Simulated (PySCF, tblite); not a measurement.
# C₃H₅BrClGa: geometry, infrared bands and NMR shifts

Aim: predict the infrared bands and NMR shifts of C₃H₅BrClGa (`[Cl][Ga]([Br])[CH]1CC1`).

The runs use tblite 0.8.0 and PySCF 2.14.0, with density-fitted response routines of our own; the level of theory stands in each step. All values are computed, except where a source is named. Atoms count from 0, in the outputs and in this text.

### Step 1. Starting geometry

11 atoms, charge 0, multiplicity 1; geometry from: force field or distance geometry start.

Bonds of the start (Å): Cl0–Ga1 2.21, Ga1–Br2 2.68, Ga1–C3 2.10, C3–C4 1.52, C4–C5 1.53, C5–C3 1.51, C3–H6 1.10, C4–H7 1.11, C4–H8 1.09, C5–H9 1.10, C5–H10 1.11.

### Step 2. Geometry optimisation with GFN2-xTB

What the job is given:

```
{"job": {"kind": "relax", "xc": "GFN2-xTB", "basis": "xTB"}, "charge": 0, "multiplicity": 1}
Cl     2.262000     2.767000     0.254500
Ga     1.592800     0.816000    -0.532000
Br     3.148800    -1.361700    -0.624000
C     -0.366200     0.666400     0.197500
C     -0.461000    -0.790000     0.614800
C     -1.283200    -0.260700    -0.567100
H     -0.896200     1.444300     0.763300
H      0.315800    -1.508600     0.292400
H     -1.033500    -1.012300     1.515600
H     -2.361600    -0.268100    -0.356400
H     -0.912100    -0.489600    -1.584500
```

Run with:

```console
$ OMP_NUM_THREADS=1 python probes_run.py task.json out
```

The driver reads the jobs from task.json and runs them one after another.

**Question.** This job is followed by: GFN2-xTB harmonic vibrations, gas phase; GIAO PBE0/pcSseg-1 NMR shielding, non-relativistic, gas phase. What will the session give for the following? strongest single infrared mode (GFN2-xTB); zero-point energy (GFN2-xTB); 13C shifts against TMS (PBE0/pcSseg-1, means over atoms taken as alike); 1H shifts against TMS (PBE0/pcSseg-1, means over atoms taken as alike); 35Cl shifts against HCl (PBE0/pcSseg-1); 79Br shifts against HBr (PBE0/pcSseg-1); shieldings of Ga (PBE0/pcSseg-1); surface potential, 1st and 99th percentile.

The runs gave:

| quantity | value |
| --- | --- |
| strongest single infrared mode (GFN2-xTB) | 374 cm⁻¹, 72 km/mol |
| zero-point energy (GFN2-xTB) | 44.7 kcal/mol |
| 13C shifts against TMS (PBE0/pcSseg-1, means over atoms taken as alike) | 16.9, 3.3 ppm |
| 1H shifts against TMS (PBE0/pcSseg-1, means over atoms taken as alike) | 0.96, 0.86, 0.85 ppm |
| 35Cl shifts against HCl (PBE0/pcSseg-1) | 106 ppm |
| 79Br shifts against HBr (PBE0/pcSseg-1) | 48 ppm |
| shieldings of Ga (PBE0/pcSseg-1) | Ga1 1285.3 ppm |
| surface potential, 1st and 99th percentile | -0.61 V and 2.46 V |

The optimisation took 83 steps and gained 1.187 eV; among the close pairs (by a distance rule), Ga1–Br2 changed most, from 2.678 to 2.307 Å. No mode is imaginary among the 27: a minimum at this level. The strongest single mode, at 374 cm⁻¹, moves mainly Cl0 and Ga1. GFN2-xTB is a fitted tight-binding method: band positions and strengths are rough. Its intensities can rank the bands wrongly. At PBE0/pcSseg-1: Shielding is most anisotropic at Br2 (span 742 ppm, paramagnetic term -552 ppm). By nearest atom (PBE0/pcSseg-1), the HOMO sits on Br2 29 %; C3 21 % and the LUMO on Ga1 63 %; Cl0 11 %. Spin-orbit coupling is left out, which matters for shieldings and couplings at and beside the heavy atoms.
